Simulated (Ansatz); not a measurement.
**C₂H₅Se radical: how energies converge with the basis set**

An exercise on one series of results from a longer session: the logs are not shown, and one member is left open.

Method: one geometry, several basis sets; program: Ansatz 0.2.0, Gaussian basis.

The runs, in order: PBE0-D4/def2-SVP; ωB97M-V/def2-SVP; PBE0-D4/def2-QZVPP; ωB97M-V/def2-QZVPP; the functionals' def2-TZVPP values are taken from earlier runs.

## Structure used throughout

The geometry comes from an earlier relaxation with PBE0-D4 in a triple-zeta def2 set; it is a stationary point, not always the lowest conformer.

8 atoms, charge 0, spin multiplicity 2.

Atoms are counted from 1 here; the program's logs count them from 0.

Bond lengths: C1–C2 1.513 Å, C1–H4 1.095 Å, C1–H5 1.091 Å, C1–H6 1.091 Å, C2–Se3 1.941 Å, C2–H7 1.094 Å, C2–H8 1.094 Å. Angles: C2–C1–H4 110.5°, C2–C1–H5 111.1°, C2–C1–H6 111.1°, H4–C1–H5 108.1°, H4–C1–H6 108.1°, H5–C1–H6 107.7°, C1–C2–Se3 115.0°, C1–C2–H7 112.2°, C1–C2–H8 112.2°, Se3–C2–H7 105.4°, Se3–C2–H8 105.5°, H7–C2–H8 106.0°.

As a file:

```xyz
8
charge 0, multiplicity 2
C    -0.4329    0.5973   -0.3398
C     0.2590   -0.6189    0.2347
Se    2.0138   -0.2814    0.9937
H    -1.4116    0.3243   -0.7470
H     0.1568    1.0428   -1.1427
H    -0.5843    1.3616    0.4244
H     0.4126   -1.3994   -0.5163
H    -0.3213   -1.0833    1.0374
```

Set-up of the first run:

File in.yaml:

```yaml
crystal:
  periodic: [false, false, false]
  atoms:
    - {symbol: C, position_ang: [-0.432889, 0.597321, -0.339789]}
    - {symbol: C, position_ang: [0.259006, -0.618926, 0.234735]}
    - {symbol: Se, position_ang: [2.013809, -0.281351, 0.993660]}
    - {symbol: H, position_ang: [-1.411578, 0.324319, -0.746996]}
    - {symbol: H, position_ang: [0.156827, 1.042790, -1.142735]}
    - {symbol: H, position_ang: [-0.584334, 1.361572, 0.424373]}
    - {symbol: H, position_ang: [0.412637, -1.399384, -0.516303]}
    - {symbol: H, position_ang: [-0.321277, -1.083341, 1.037355]}
basis:
  gaussian: {orbitals: def2-SVP}
magnetization: {spin_polarized: true, initial_magnetization: 1}
hamiltonian: {xc: pbe0, dispersion: d4}
output: {orbitals: {seedname: orbitals}}
```

Command:

```sh
> ansatz run in.yaml --threads 4 --pin off --events-out ev --progress --plain --max-ram 10444MiB
```

Among the steps run: PBE0-D4 in def2-SVP; ωB97M-V in def2-SVP; PBE0-D4 in def2-QZVPP; ωB97M-V in def2-QZVPP.

One of the session's tables, all rows but one given; the rest of the session is left out.

It belongs to the step «Density functionals: the series». 

```
functional       basis  HOMO (eV)  LUMO (eV)
   PBE0-D4    def2-SVP      -6.11      -3.64
   PBE0-D4  def2-TZVPP      -6.28      -3.73
   PBE0-D4  def2-QZVPP          ?          ?
   ωB97M-V    def2-SVP      -8.31      -1.48
   ωB97M-V  def2-TZVPP      -8.47      -1.69
   ωB97M-V  def2-QZVPP      -8.50      -1.72
```

Q: Estimate the row for PBE0-D4, def2-QZVPP from the others.

The run gave: HOMO (eV): -6.30; LUMO (eV): -3.75. In the column «HOMO (eV)» it lies between ωB97M-V, def2-SVP (-8.31) and PBE0-D4, def2-TZVPP (-6.28).
